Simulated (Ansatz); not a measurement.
# Cd4Sn: the cost of one run

Computed with Ansatz 0.2.0 (reference: DFT PBE, plane waves, PAW, scalar-relativistic, no spin polarisation, unless a step's input says otherwise).

**1. The structure to begin with**

The structure is cubic, space group P-43m (No. 215). Conventional cell: a = 5.263 Å, b = 5.263 Å, c = 5.263 Å, α = 90.00°, β = 90.00°, γ = 90.00°. Sn (site symmetry -43m) has 4 Cd at 2.28 Å as nearest neighbours. Around Cd (site symmetry 3m) lie 1 Sn at 2.28 Å.

As a file:

```xyz
5
Lattice="5.2625 0.0000 0.0000 0.0000 5.2625 0.0000 0.0000 0.0000 5.2625" Properties=species:S:1:pos:R:3 pbc="T T T"
Sn    0.0000    0.0000    0.0000
Cd    1.3156    1.3156    1.3156
Cd    3.9469    3.9469    1.3156
Cd    1.3156    3.9469    3.9469
Cd    3.9469    1.3156    3.9469
```

**2. Baseline**

The input, input.yaml:

```yaml
crystal:
  lattice:
    - [5.262522, 0.0, 0.0]
    - [0.0, 5.262522, 0.0]
    - [0.0, 0.0, 5.262522]
  atoms:
    - { symbol: Sn, position: [0.0, 0.0, 0.0] }
    - { symbol: Cd, position: [0.25, 0.25, 0.25] }
    - { symbol: Cd, position: [0.75, 0.75, 0.25] }
    - { symbol: Cd, position: [0.25, 0.75, 0.75] }
    - { symbol: Cd, position: [0.75, 0.25, 0.75] }
  symmetry: { tolerance: 0.0003 }
kpoints:
  mp_grid: { grid: [4, 4, 4], shift: [0, 0, 0] }
magnetization:
  spin_polarized: false
scf:
  occupations: { method: fermi_dirac }
hamiltonian:
  pseudopotentials: { kind: paw }
  xc: pbe
basis:
  ecutwfc: 420
output:
  forces: true
  stress: true
  eigenvalues: true
relax:
  max_steps: 40
  cell: {}
```

Started as:

```bash
ansatz run input.yaml --threads 1 --pin off --max-ram 2560MiB --backend cpu --events-out ev --progress --plain --runs-dir out
```

Q: Estimate wall time and peak memory on 1 thread of AMD EPYC 9R45 (Zen 5), shared host.

About 18 s, with a peak of 0.45 GiB.
